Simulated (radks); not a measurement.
# Nuclear size and the levels of Ar⁺

One table from this session's results is given with a row withheld; the runs are named, their logs left out.

Program: radks (a radial shooting solver on a logarithmic mesh, Libxc functionals) version 1. Level of theory: Dirac Kohn-Sham, LDA (Slater exchange, Perdew-Wang correlation), spin-unpolarised, spherical densities, finite nucleus; open shells are shared between the two j in proportion to 2j + 1. These are calculated values, not measurements, unless marked.

## Starting point

| Quantity | Value |
| --- | --- |
| element | argon (Z = 18) |
| charge | +1 |
| electrons | 17 |
| configuration | [Ne] 3s2 3p5 |
| nuclear rms radius | 3.4274 fm |

The outer shells:

Ar⁺
```
[Ne] core
3s [↑↓]
3p [↑↓][↑↓][↑ ]
```

The first run:

Input:

```text
Z 18
configuration [Ne] 3s2 3p5 4s0 3d0
relativity Dirac
functional lda,pw
spin unpolarised
j_filling average
nucleus finite rms 3.4274 fm
c 137.035999084
```

Among the steps run: rms radius 3.4274 fm.

One of the session's tables, all rows but one given; the rest of the session is left out.

It belongs to the step «rms radius 3.4274 fm». The radial density on a logarithmic grid:

```
r (bohr)  4πr²ρ (e/bohr)
 0.00367          0.5970
 0.00548           1.236
 0.00823           2.514
  0.0124           4.865
  0.0185           8.645
  0.0278           13.93
  0.0414           19.01
  0.0623           20.85
  0.0937           17.63
   0.140           14.58
   0.210           18.09
   0.316           20.76
   0.472           12.74
   0.709           4.851
    1.06               ?
    1.59           4.265
    2.39           1.226
    3.57          0.1127
```

Q: Estimate the row for r (bohr) = 1.06 from the others.

Worked estimate for «4πr²ρ (e/bohr)». A straight line through the neighbours (0.709, 4.851) and (1.59, 4.265) gives 4.851 + (4.265 − 4.851) × (1.06 − 0.709) / (1.59 − 0.709) = 4.618; a parabola fitted to 4 rows on both sides gives 5.508.

**Answer.** 4πr²ρ (e/bohr): 5.277. In «4πr²ρ (e/bohr)» the line misses by -0.659 and the parabola by +0.231. Between these rows the values bend or scatter more than so simple an estimate can follow.
